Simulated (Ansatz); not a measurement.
# TaN: the cost of one run

Program: Ansatz 0.2.0. Level of theory: DFT r²SCAN+U (U_eff = 1 eV on Ta d), plane waves, PAW, no spin–orbit coupling unless a run says so. These are calculated values, not measurements.

## (1) The system as given

It takes space group Pm-3m (No. 221, cubic). Conventional cell: a = 2.732 Å, b = 2.732 Å, c = 2.732 Å, α = 90.00°, β = 90.00°, γ = 90.00°. Ta (site symmetry m-3m) is surrounded by 8 N at 2.37 Å. N (site symmetry m-3m) is surrounded by 8 Ta at 2.37 Å.

As a file:

```
Ta N
1.0
     2.73231    0.00000    0.00000
     0.00000    2.73231    0.00000
     0.00000    0.00000    2.73231
Ta N
1 1
Direct
  0.00000 0.00000 0.00000
  0.50000 0.50000 0.50000
```

Magnetic order typed: ferromagnetic.

An earlier series on this cell reached its lowest free state from «from atoms, symmetry kept, no search», perhaps among other starts.

## (2) Random orbitals: single harmonics, second filling

input.yaml reads:

```yaml
crystal:
  lattice:
    - [2.73230769, 0.0, 0.0]
    - [0.0, 2.73230769, 0.0]
    - [0.0, 0.0, 2.73230769]
  atoms:
    - { symbol: Ta, position: [0.0, 0.0, 0.0], spin: 0.3 }
    - { symbol: "N", position: [0.5, 0.5, 0.5] }
basis:
  ecutwfc: 500
  ecutrho_ratio: 4
kpoints:
  mp_grid: { grid: [7, 7, 7] }
hamiltonian:
  xc: r2scan
  hubbard:
    sites:
      - { site: 0, l: d, u_eff: 1.0, starting_ns: [{ spin: up, occupation_matrix: s0up }, { spin: down, occupation_matrix: s0down }] }
    occupation_matrices:
      s0up:
        matrix:
          - [0.02, 0.0, 0.0, 0.0, 0.0]
          - [0.0, 0.02, 0.0, 0.0, 0.0]
          - [0.0, 0.0, 0.97, 0.0, 0.0]
          - [0.0, 0.0, 0.0, 0.02, 0.0]
          - [0.0, 0.0, 0.0, 0.0, 0.02]
      s0down:
        matrix:
          - [0.02, 0.0, 0.0, 0.0, 0.0]
          - [0.0, 0.02, 0.0, 0.0, 0.0]
          - [0.0, 0.0, 0.97, 0.0, 0.0]
          - [0.0, 0.0, 0.0, 0.02, 0.0]
          - [0.0, 0.0, 0.0, 0.0, 0.02]
    ns_hold: { iters: 5 }
scf:
  occupations: { method: gaussian, width: 0.05 }
  lower_state_search: "off"
  max_iter: 150
output:
  forces: true
  stress: true
  eigenvalues: true
  populations: true
  hubbard: { sites: [{ site: 0, l: d }] }
magnetization:
  spin_polarized: true
```

The typed matrices put 0.97 on the chosen orbitals and 0.02 on the others, and are held for 5 cycles.

Launch:

```bash
$ ansatz run input.yaml --threads 2 --pin off --max-ram 3072MiB --backend cpu --events-out ev --progress --plain --runs-dir out
```

**Question.** How long does this run take on 2 threads of AMD EPYC 9R45 (Zen 5), shared host, and how much memory does it need?

About 1.8 s, with a peak of 0.38 GiB.
